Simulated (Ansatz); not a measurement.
This script makes vertical spin-state energies of CH₃O₂Si, SMILES O=CO[SiH2] with Ansatz's Python interface.

The script, `ch3o2si.py`:
```python
"""Vertical spin-state energies of CH3O2Si."""

import ansatz as az
from ase import Atoms

atoms = Atoms(["O", "C", "O", "Si", "H", "H", "H"], positions=[
    (1.2763, -0.8724, 1.0986),
    (1.3782, -0.2528, 0.0056),
    (0.2947, 0.4352, -0.544),
    (-1.2755, 0.5017, 0.2159),
    (2.3241, -0.2536, -0.5183),
    (-2.1872, 1.3027, -0.6142),
    (-1.8106, -0.8608, 0.3564),
])
geometry = az.Crystal.molecule_from_ase(atoms)

calc = geometry.calculation()
calc = calc.basis(gaussian="cc-pVDZ")
calc = calc.functional("r2scan0")
calc = calc.scf(lower_state_search="standard")
found = {}
for unpaired in [1, 3]:
    summary = calc.spin("collinear", total=unpaired).run(threads=1).report
    s = unpaired / 2
    found[unpaired] = summary["free_energy_ev"]
    print(f"2S+1 = {unpaired + 1}: E = {found[unpaired]:.5f} eV, <S^2> = {abs(summary['mean_field']['state']['spin_squared']):.3f} (pure state {s * (s + 1):.2f})")
lowest = min(found, key=found.get)
for unpaired, e in found.items():
    print(f"multiplicity {unpaired + 1}: {96.485332 * (e - found[lowest]):.1f} kJ/mol above the lowest")
```

Which spin state is lowest at this geometry, and how far above lie the others?

In order: multiplicity 2 (+0.00 eV) and multiplicity 4 (+4.14 eV), all at the one geometry.

The run itself:

```console
$ python ch3o2si.py
2S+1 = 2: E = -13052.53672 eV, <S^2> = 0.753 (pure state 0.75)
2S+1 = 4: E = -13048.39752 eV, <S^2> = 3.762 (pure state 3.75)
multiplicity 2: 0.0 kJ/mol above the lowest
multiplicity 4: 399.4 kJ/mol above the lowest
```

Notes:
- The settings weren't tested for convergence.
- The geometry is a force-field or estimated start, not a minimum of this method, and the basis set is short of its limit. All parts are taken at fixed geometry, without zero-point energy.
- The species is open-shell (spin multiplicity 2).
- The whole script took 16 s on 1 thread of Arm Neoverse V2 (shared host), peak memory 0.29 GiB.
